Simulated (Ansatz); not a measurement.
# Cl3Ge: the cost of one run

The runs use Ansatz 0.2.0, Gaussian basis; UKS PBE0/def2-TZVP.

### Step 1. Where the work starts

4 atoms, charge 0, spin multiplicity 4.

Atoms are counted from 1 here; the program's logs count them from 0.

Bond lengths: Ge1–Cl2 2.375 Å, Ge1–Cl3 2.310 Å, Ge1–Cl4 2.531 Å. Angles: Cl2–Ge1–Cl3 104.0°, Cl2–Ge1–Cl4 65.0°, Cl3–Ge1–Cl4 169.0°.

Coordinates:

```xyz
4
Cl3Ge
Ge   -0.54932    0.14779   -0.05533
Cl    1.74406   -0.42430    0.17569
Cl   -0.55171    2.45819   -0.05392
Cl   -0.06685   -2.33669   -0.00841
```

The start was built by rule and, where that kept it together, relaxed with GFN2-xTB. Sticks and bond lists go by distance. No spin-orbit coupling is included. 

### Step 2. Relaxation

File in.yaml:

```yaml
crystal:
  periodic: [false, false, false]
  atoms:
    - {symbol: Ge, position_ang: [-0.549316, 0.147786, -0.055327]}
    - {symbol: Cl, position_ang: [1.744059, -0.424305, 0.175694]}
    - {symbol: Cl, position_ang: [-0.551711, 2.458194, -0.053922]}
    - {symbol: Cl, position_ang: [-0.066850, -2.336689, -0.008412]}
basis:
  gaussian: {orbitals: def2-TZVP}
magnetization: {spin_polarized: true, initial_magnetization: 3}
hamiltonian: {xc: pbe0}
relax: {f_tol: 0.004, max_steps: 80}
```

Run with:

```bash
> ansatz run in.yaml --threads 1 --pin off --events-out ev --progress --plain --max-ram 2176MiB
```

Q: Estimate wall time and peak memory on 1 thread of Arm Neoverse V1, shared host.

About 92 s, with a peak of 0.51 GiB.
